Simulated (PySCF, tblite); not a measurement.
**C5H4ClFN radical: geometry, infrared bands and EPR parameters**

What infrared bands and EPR parameters should C5H4ClFN radical (`[H]/N=[C]/C=C/C(F)=C/Cl`) show?

Computed with tblite 0.8.0 and PySCF 2.14.0, with density-fitted response routines of our own, on a single molecule in the gas phase. Atoms count from 0, in the outputs and in this text.

### 1 Starting geometry

12 atoms, charge 0, multiplicity 2; geometry from: force field or distance geometry start.

Bonds of the start (Å): N0–C1 1.15, C1–C2 1.44, C2–C3 1.34, C3–C4 1.45, C4–F5 1.35, C4–C6 1.34, C6–Cl7 1.72, N0–H8 1.03, C2–H9 1.08, C3–H10 1.08, C6–H11 1.07.

### 2 Relaxing the molecule with GFN2-xTB

What the job is given:

```
{"job": {"kind": "relax", "xc": "GFN2-xTB", "basis": "xTB"}, "charge": 0, "multiplicity": 2}
N     -3.320000     0.871700    -0.279100
C     -2.330300     0.338800    -0.016800
C     -1.086600    -0.304100     0.311300
C      0.074500     0.220500    -0.104400
C      1.349900    -0.396800     0.206600
F      1.327300    -1.539800     0.918100
C      2.520500     0.115000    -0.204300
Cl     4.039700    -0.606900     0.155100
H     -4.139000     0.370900     0.094700
H     -1.142300    -1.218200     0.892400
H      0.081900     1.132100    -0.678000
H      2.625600     1.016000    -0.777600
```

Run with:

```
> OMP_NUM_THREADS=1 python probes_run.py task.json out
```

The driver reads the jobs from task.json and runs them one after another.

The program printed:

```text
step      E/eV     max force
  0    -674.21613   10.145
  1    -673.65585   13.943
  2    -674.70295    3.233
  3    -674.80056    3.181
  4    -674.87612    1.206
  5    -674.99584    1.832
  6    -675.09491    2.362
  7    -675.17668    1.225
  8    -675.21427    0.718
  9    -675.24612    0.437
 10    -675.27101    0.437
 11    -675.28428    0.418
 12    -675.29877    0.338
 13    -675.30740    0.218
 14    -675.31127    0.260
 15    -675.31375    0.167
 16    -675.31629    0.179
 17    -675.32007    0.212
 18    -675.32742    0.369
 19    -675.31921    1.616
 20    -675.35460    1.033
 21    -675.38509    0.984
 22    -675.19626    2.703
 23    -675.39363    1.024
 24    -675.36046    3.298
 25    -675.53590    0.804
 26    -675.59497    0.460
 27    -675.61266    0.756
 28    -675.62699    0.510
 29    -675.63176    0.426
 30    -675.65081    0.221
 31    -675.65311    0.243
 32    -675.65801    0.357
 33    -675.66187    0.366
 34    -675.66530    0.364
 35    -675.66700    0.306
 36    -675.66832    0.231
 37    -675.66957    0.146
 38    -675.67070    0.082
 39    -675.67135    0.059
 40    -675.67164    0.049
 41    -675.67186    0.050
 42    -675.67215    0.066
 43    -675.67248    0.069
 44    -675.67280    0.057
 45    -675.67311    0.043
 46    -675.67350    0.066
 47    -675.67408    0.086
 48    -675.67479    0.088
 49    -675.67538    0.080
 50    -675.67578    0.081
 51    -675.67612    0.069
 52    -675.67648    0.064
 53    -675.67679    0.054
 54    -675.67699    0.034
 55    -675.67711    0.035
 56    -675.67728    0.051
 57    -675.67756    0.068
 58    -675.67793    0.065
 59    -675.67823    0.042
 60    -675.67839    0.038
 61    -675.67852    0.047
 62    -675.67868    0.052
 63    -675.67887    0.039
 64    -675.67900    0.027
 65    -675.67905    0.019
 66    -675.67909    0.021
 67    -675.67915    0.026
 68    -675.67922    0.021
 69    -675.67927    0.017
 70    -675.67929    0.011
 71    -675.67930    0.012
 72    -675.67931    0.014
 73    -675.67933    0.014
 74    -675.67934    0.013
 75    -675.67935    0.008
```

It took 0.48 s on 1 thread of Arm Neoverse V1, shared host.

Along the way: (not every step is listed) (the energy doesn't fall at every step)

| step | energy from step 0 (eV) | largest force (eV/Å) |
| --- | --- | --- |
| 0 | 0.0000 | 10.1446 |
| 1 | 0.5603 | 13.9433 |
| 2 | -0.4868 | 3.2329 |
| 3 | -0.5844 | 3.1806 |
| 4 | -0.6600 | 1.2061 |
| 5 | -0.7797 | 1.8324 |
| 6 | -0.8788 | 2.3622 |
| 7 | -0.9606 | 1.2250 |
| 8 | -0.9981 | 0.7180 |
| 14 | -1.0951 | 0.2595 |
| 20 | -1.1385 | 1.0328 |
| 26 | -1.3788 | 0.4603 |
| 32 | -1.4419 | 0.3571 |
| 38 | -1.4546 | 0.0819 |
| 44 | -1.4567 | 0.0574 |
| 50 | -1.4597 | 0.0807 |
| 56 | -1.4611 | 0.0507 |
| 62 | -1.4625 | 0.0519 |
| 68 | -1.4631 | 0.0215 |
| 70 | -1.4632 | 0.0112 |
| 71 | -1.4632 | 0.0121 |
| 72 | -1.4632 | 0.0140 |
| 73 | -1.4632 | 0.0140 |
| 74 | -1.4632 | 0.0132 |
| 75 | -1.4632 | 0.0078 |

Distances of close pairs at the start and the end, largest changes first:

| bond | before (Å) | after (Å) | change (Å) |
| --- | --- | --- | --- |
| C1–C2 | 1.438 | 1.324 | -0.114 |
| C2–C3 | 1.340 | 1.406 | +0.066 |
| C3–C4 | 1.451 | 1.398 | -0.053 |
| N0–C1 | 1.154 | 1.206 | +0.052 |
| C4–C6 | 1.342 | 1.363 | +0.021 |
| N0–H8 | 1.030 | 1.011 | -0.019 |
| C6–Cl7 | 1.720 | 1.709 | -0.011 |
| C4–F5 | 1.347 | 1.356 | +0.009 |

The final coordinates are the input of the step that follows.

### 3 Vibrational analysis with GFN2-xTB

What the job is given:

```
{"job": {"kind": "ir", "xc": "GFN2-xTB", "basis": "xTB"}, "charge": 0, "multiplicity": 2}
N     -3.387527     0.730500     0.188137
C     -2.317678     0.173413     0.172152
C     -1.111869    -0.325661     0.395903
C      0.093132     0.230228    -0.069316
C      1.337101    -0.364581     0.159287
F      1.332855    -1.532247     0.847813
C      2.536109     0.134735    -0.253478
Cl     4.025272    -0.641902     0.060813
H     -4.111261     0.636563    -0.511225
H     -1.065805    -1.256583     0.946630
H      0.077139     1.156353    -0.618413
H      2.593728     1.058495    -0.800200
```

The program printed:

```text
mode    cm-1     km/mol
  1      68.7      0.61
  2      84.6      0.36
  3     143.2      6.12
  4     169.0      0.52
  5     221.9      3.65
  6     242.9      1.18
  7     335.5      1.12
  8     349.4     14.36
  9     506.3     13.77
 10     523.5     13.47
 11     602.4     45.55
 12     637.4     15.53
 13     646.5     21.58
 14     719.7     14.12
 15     802.2     43.88
 16     838.5     62.80
 17     904.1     61.63
 18     926.7    680.90
 19    1090.3     43.88
 20    1134.9      6.27
 21    1200.0      1.49
 22    1230.8     10.53
 23    1324.4     36.99
 24    1436.9     23.63
 25    1492.2     57.50
 26    2164.6   1352.58
 27    3048.3      0.21
 28    3115.6     11.85
 29    3121.5     18.19
 30    3357.3     16.73
```

It took 0.36 s on 1 thread of Arm Neoverse V1, shared host.

The strongest bands and the atoms that carry them (share of the mass-weighted mode):

| cm⁻¹ | km/mol | atoms |
| --- | --- | --- |
| 602 | 45.5 | H8 47 %, C3 13 %, C2 12 % |
| 802 | 43.9 | C6 61 %, Cl7 16 %, F5 13 % |
| 838 | 62.8 | H9 49 %, H10 28 %, H8 13 % |
| 904 | 61.6 | F5 33 %, C6 17 %, C3 15 % |
| 927 | 680.9 | H8 77 %, N0 14 % |
| 1090 | 43.9 | H9 34 %, C2 25 %, N0 17 % |
| 1492 | 57.5 | C4 49 %, C6 37 % |
| 2165 | 1352.6 | C1 68 %, N0 23 % |

### 4 EPR parameters: B3LYP/pcH-1

Settings changed since step 3:

```diff
@@ -1,2 +1,2 @@
-{"job": {"kind": "ir", "xc": "GFN2-xTB", "basis": "xTB"}, "charge": 0, "multiplicity": 2}
+{"job": {"kind": "epr", "basis": "pcH-1"}, "charge": 0, "multiplicity": 2}
 N     -3.387527     0.730500     0.188137
```

Level: UKS B3LYP, pcH-1 on C Cl F H N, non-relativistic, mean-field spin-orbit, GIAO.

The program printed:

```text
UKS, coarse grid
  cycle   1  E = -807.59406666  |g| = 4.07e-01
  cycle   2  E = -807.54462989  |g| = 5.69e-01
  cycle   3  E = -807.65199928  |g| = 8.83e-02
  cycle   4  E = -807.65424475  |g| = 5.44e-02
  cycle   5  E = -807.65563622  |g| = 1.90e-02
  cycle   6  E = -807.65582656  |g| = 7.16e-03
  cycle   7  E = -807.65587076  |g| = 4.70e-03
  cycle   8  E = -807.65589233  |g| = 1.76e-03
  cycle   9  E = -807.65589520  |g| = 8.69e-04
UKS, final grid
  cycle   1  E = -807.65591599  |g| = 1.32e-03
  cycle   2  E = -807.65591419  |g| = 2.23e-03
  cycle   3  E = -807.65591697  |g| = 2.34e-04
  cycle   4  E = -807.65591699  |g| = 5.27e-05
  cycle   5  E = -807.65591700  |g| = 5.48e-05
  cycle   6  E = -807.65591700  |g| = 2.54e-05
E = -807.65591700 Eh   <S^2> = 0.7780 (exact 0.7500)
g shifts (ppm)      1          2          3
  rmc          -168       -168       -168
  gc             -2         32          4
  oz_so        -319       1513       3353
  total        -489       1377       3189
hyperfine (MHz)  atom isotope    a_iso     a_fc   dipolar eigenvalues
    0   14N      20.02      20.05     -5.41     -4.67     10.07
    1   13C      16.05      16.15    -23.71    -22.43     46.14
    2   13C     -27.94     -27.94    -12.10      3.97      8.13
    3   13C      45.21      45.30    -41.53    -41.19     82.72
    4   13C     -45.66     -45.67    -26.20     11.50     14.70
    5   19F     -25.30     -25.31    -63.39     23.11     40.29
    6   13C      48.81      48.52    -40.68    -39.32     80.00
    7  35Cl       3.28       3.37    -17.19    -10.88     28.07
    8    1H      86.36      86.37     -5.52     -3.02      8.54
    9    1H       4.60       4.61     -3.32      0.61      2.71
   10    1H     -31.47     -31.47    -15.98     -1.98     17.96
   11    1H     -31.20     -31.27    -16.14     -1.76     17.90
```

Wall time 63 s (1 thread of Arm Neoverse V1, shared host); peak memory 0.94 GiB.

Principal g values 2.00183, 2.00370, 2.00551; g(iso) = 2.00368, against 2.00232 for a free electron.

Hyperfine couplings, nucleus by nucleus at this fixed geometry (no averaging over rotations):

| nuclei | isotope | a(iso) (MHz) | a(iso) (G, at g = 2.0023) | largest dipolar term (MHz) |
| --- | --- | --- | --- | --- |
| H8 | 1H | 86.4 | 30.8 | 8.5 |
| C6 | 13C | 48.8 | 17.4 | 80.0 |
| C4 | 13C | -45.7 | -16.3 | -26.2 |
| C3 | 13C | 45.2 | 16.1 | 82.7 |
| H10 | 1H | -31.5 | -11.2 | 18.0 |
| H11 | 1H | -31.2 | -11.1 | 17.9 |
| C2 | 13C | -27.9 | -10.0 | -12.1 |
| F5 | 19F | -25.3 | -9.0 | -63.4 |
| N0 | 14N | 20.0 | 7.1 | 10.1 |
| C1 | 13C | 16.0 | 5.7 | 46.1 |
| H9 | 1H | 4.6 | 1.6 | -3.3 |
| Cl7 | 35Cl | 3.3 | 1.2 | 28.1 |

Mulliken spin populations:

| atom | value (e) |
| --- | --- |
| N0 | 0.07 |
| C1 | 0.25 |
| C2 | -0.12 |
| C3 | 0.50 |
| C4 | -0.18 |
| F5 | -0.01 |
| C6 | 0.45 |
| Cl7 | 0.05 |
| H8 | 0.03 |
| H9 | 0.00 |
| H10 | -0.02 |
| H11 | -0.02 |

In first order the couplings over 0.8 MHz of 1H, 19F, 14N, 35Cl give 360 distinct lines over 81.6 G.

The fields below are evaluated on a grid from the run's orbitals.

ELF in a plane through or near 11 of the atoms.

Ten even steps from ' ' (0.00) to '@' (1.00):
```
                                                        
                                                        
                                                        
                    ....      --::                      
                  --++++==    @@@@==                    
        ..----  ..##%%%%##  ::@@@@**                    
      ..++####::..##%%**%%  ==@@@@++    ....            
      ::##%%%%**  --####==  --@@@@--::--==--..          
    ..==##==**##  ..====--..==::..##++**##++::          
    ::**##++..##==##====##++##--::%%::==%%**++::        
    ::##@@****%%--::%%==%%++--**==**..**--==%%**        
    ::**%%%%++++::::==..==**##--  ==**%%**##%%**        
    ..--**++  ==@@@@++  ==@@@@**  ..++********--        
      ..::..  **@@@@%%  **@@@@%%    ::==--::..          
              ##@@@@%%  --@@@@##      ....              
              ==@@@@==    ##%%::                        
                ::::                                    
                                                        
                                                        
                                                        
```
The map spans 13.5 Å across and 8.5 Å up, centred on the molecule. Atoms in the plane (x, y in Å): N0 (3.4, -0.3), C1 (2.3, 0.1), C2 (1.1, 0.5), C3 (-0.1, -0.3), C4 (-1.4, 0.3), F5 (-1.5, 1.6), C6 (-2.5, -0.4), Cl7 (-4.1, 0.3), H9 (1.0, 1.6), H10 (0.0, -1.3), H11 (-2.5, -1.5).

log10 of the density (e/Å³) in the same plane.

Values, 10 rows by 14 columns:
```
-4.0 -4.0 -4.0 -4.0 -4.0 -4.0 -4.0 -4.0 -4.0 -4.0 -4.0 -4.0 -4.0 -4.0
-4.0 -4.0 -4.0 -4.0 -3.7 -2.7 -2.8 -3.3 -3.1 -3.8 -4.0 -4.0 -4.0 -4.0
-4.0 -3.7 -2.6 -2.4 -1.8 -0.6 -0.9 -1.8 -1.4 -2.4 -3.4 -4.0 -4.0 -4.0
-4.0 -2.4 -1.2 -0.9 -1.1  0.8  0.1 -0.8  0.0 -1.4 -1.9 -2.5 -4.0 -4.0
-3.6 -1.7 -0.1  0.2 -0.8  0.0 -0.1 -0.3  1.2 -0.1 -0.5 -1.3 -2.8 -4.0
-3.4 -1.6  0.0  0.2  0.9  0.2  0.2  0.7 -0.2  0.3  1.0 -0.1 -2.0 -4.0
-3.9 -2.3 -1.2 -1.0  0.2 -0.5 -0.6  0.2 -1.4 -0.9 -0.4 -0.7 -2.3 -4.0
-4.0 -3.6 -2.6 -1.9 -0.6 -1.2 -1.5 -1.0 -2.1 -2.2 -1.9 -2.2 -3.4 -4.0
-4.0 -4.0 -4.0 -3.1 -2.3 -2.6 -2.9 -2.7 -3.4 -3.9 -3.7 -4.0 -4.0 -4.0
-4.0 -4.0 -4.0 -4.0 -4.0 -4.0 -4.0 -4.0 -4.0 -4.0 -4.0 -4.0 -4.0 -4.0
```
The map spans 13.5 Å across and 8.5 Å up, centred on the molecule. Atoms in the plane (x, y in Å): N0 (3.4, -0.3), C1 (2.3, 0.1), C2 (1.1, 0.5), C3 (-0.1, -0.3), C4 (-1.4, 0.3), F5 (-1.5, 1.6), C6 (-2.5, -0.4), Cl7 (-4.1, 0.3), H9 (1.0, 1.6), H10 (0.0, -1.3), H11 (-2.5, -1.5).

On the surface of density 0.002 e/bohr³ the electrostatic potential runs, from the 1st to the 99th percentile, from -0.97 V near N0 to 2.25 V near H8.

The spin density lies nearest to C3, C6 about 25 % each; C1 15 %; C4 8 % (beta excess); N0 6 %.

### 5 Summary of results

| quantity | value |
| --- | --- |
| strongest single infrared mode (GFN2-xTB) | 2165 cm⁻¹, 1353 km/mol |
| zero-point energy (GFN2-xTB) | 46.4 kcal/mol |
| g(iso) (B3LYP) | 2.00368 |
| ⟨S²⟩ | 0.778 (exact 0.75) |
| largest a(iso) | 1H on H8, 86.4 MHz |
| surface potential, 1st and 99th percentile | -0.97 V and 2.25 V |

In words: The optimisation took 75 steps and gained 1.463 eV; among the close pairs (by a distance rule), C1–C2 changed most, from 1.438 to 1.324 Å. All 30 modes are real, so the xTB geometry is a minimum. The strongest single mode, at 2165 cm⁻¹, moves mainly C1. GFN2-xTB is a fitted tight-binding method: band positions and strengths are rough. Its intensities can rank the bands wrongly. The largest spin populations lie on C3 (0.50 e), C6 (0.45 e). The isotropic g lies 1.4 ppt above the free-electron value.
